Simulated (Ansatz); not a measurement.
# GeF+ (singlet): wave-function methods side by side at distance Ge1–F2 = 1.479 Å, cc-pVDZ

The task here is to estimate one member of a computed series from the others.

Method: cc-pVDZ, core rule «outside noble gas», up to 15 orbitals frozen; program: Ansatz 0.2.0, Gaussian basis.

To be run: UHF; CCSD(T) on RHF; BCCD(T) on RHF; CISD; CCSDT(Q) on RHF; CCSDTQ on RHF; CASSCF and MRCISD+Q, 2 electrons in 2 orbitals; CASSCF and NEVPT2, 2 electrons in 2 orbitals.

41 further runs of the same task are left out: 18 for a known fault of the program, 20 that didn't finish, 3 set aside as unsound or not needed.

### What is computed

The geometry derives from a PBE0/def2-TZVP stationary point (not a proven minimum). One bond is set to the value named and the two fragments are kept rigid. No spin-orbit coupling is included. The filled d shell of Ge may be among the frozen orbitals whatever the setting's name suggests; the logs give the count.

2 atoms, charge 1, spin multiplicity 1.

Atoms are counted from 1 here; the program's logs count them from 0.

Bond lengths: Ge1–F2 1.479 Å.

Coordinates:

```csv
atom,x (Å),y (Å),z (Å)
Ge1,0.0000,0.0000,0.0000
F2,0.0000,0.0000,1.4790
```

Set-up of the first run:

The input, in.yaml:

```yaml
crystal:
  periodic: [false, false, false]
  atoms:
    - {symbol: Ge, position_ang: [0.000000, 0.000000, 0.000000]}
    - {symbol: F, position_ang: [0.000000, 0.000000, 1.479000]}
basis:
  gaussian: {orbitals: cc-pVDZ}
total_charge: 1
magnetization: {spin_polarized: true, initial_magnetization: 0}
hamiltonian: {xc: hf}
output: {orbitals: {seedname: orbitals}}
```

Launch:

```bash
$ ansatz run in.yaml --threads 1 --pin off --events-out ev --progress --plain --max-ram 2393MiB
```

Among the steps run: UHF; CCSD(T) on RHF; BCCD(T) on RHF; CISD; CCSDT(Q) on RHF; CCSDTQ on RHF; CASSCF and MRCISD+Q, 2 electrons in 2 orbitals; CASSCF and NEVPT2, 2 electrons in 2 orbitals.

One table of the session follows, with a row left open; its other results are not shown here.

It belongs to the step «Misses and costs». 

| method | from RCCSDTQ (meV) |
| --- | --- |
| RHF | +7016.1 |
| RMP2 | +451.7 |
| RCCSD | +161.2 |
| RCCSD(T) | +22.1 |
| BCCD(T) | +16.5 |
| RCCSDT | +13.5 |
| RCCSDT(Q) | -1.7 |
| RCCSDTQ | 0 |
| CASSCF pair | +6595.2 |
| NEVPT2 pair | +478.2 |
| MRCISD pair | +478.4 |
| MRCISD+Q pair | ? |

Q: Estimate the row for MRCISD+Q pair from the others.

**Answer.** from RCCSDTQ (meV): +91.1. In the column «from RCCSDTQ (meV)» it lies between RCCSD(T) (+22.1) and RCCSD (+161.2).

Not comparable, so not listed: CISD (they don't share determinant, frozen orbitals or solution with the rows shown, or repeat one).
